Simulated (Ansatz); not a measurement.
# AlBrCl3H: a nudged elastic band, and a look at its input

Aim: a nudged elastic band from the structure below. Read the input with care, then see what the program makes of it. The step meant is a four-centre ligand exchange at charge 0 and multiplicity 1, which changes Al1–Br6, Cl2–H5, Al1–Cl2, H5–Br6.

Program: Ansatz 0.2.0, Gaussian basis. Level of theory: PBE0-D4/def2-SVP. These are calculated values, not measurements.

## 1. The structure

```tsv
atom	x (Å)	y (Å)	z (Å)
Al1	-0.14735	0.58676	-0.51943
Cl2	1.84468	0.08001	-0.94661
Cl3	-1.63518	-0.08083	-1.82225
Cl4	-0.50847	2.32581	0.57692
H5	0.89526	-1.67592	1.26061
Br6	-0.44904	-1.23595	1.45065
```

## 2. The run

File run/in.yaml:

```yaml
crystal:
  periodic: [false, false, false]
  atoms:
    - {symbol: Al, position_ang: [-0.147348, 0.586765, -0.519426]}
    - {symbol: Cl, position_ang: [1.844685, 0.080011, -0.946605]}
    - {symbol: Cl, position_ang: [-1.635180, -0.080827, -1.822250]}
    - {symbol: Cl, position_ang: [-0.508472, 2.325812, 0.576921]}
    - {symbol: H, position_ang: [0.895258, -1.675916, 1.260608]}
    - {symbol: Br, position_ang: [-0.449043, -1.235946, 1.450651]}
basis:
  gaussian: {orbitals: def2-SVP}
hamiltonian: {xc: pbe0, dispersion: d4}
neb:
  images: 5
  climbing: true
  max_iterations: 3
  initial_path: idpp
  final_atoms:
    - {symbol: Al, position_ang: [-0.649059, 0.350346, -0.046663]}
    - {symbol: Cl, position_ang: [1.753793, -0.272812, -0.550006]}
    - {symbol: Cl, position_ang: [-1.521880, -0.066507, -1.894628]}
    - {symbol: Cl, position_ang: [-0.393145, 2.344456, 0.508846]}
    - {symbol: H, position_ang: [1.681525, -1.165571, 0.379469]}
    - {symbol: Br, position_ang: [-0.871334, -1.190013, 1.602882]}
```

The run is started by

```
$ ansatz run in.yaml --threads 8 --pin off --events-out ev --progress --plain --max-ram 19148MiB
```

Before running it: what results should come out? Wanted: this run.

**Answer**, as computed:

| quantity | value |
| --- | --- |
| this run | not converged |
| fault | too few iterations |

Three iterations were allowed, too few to relax the band.
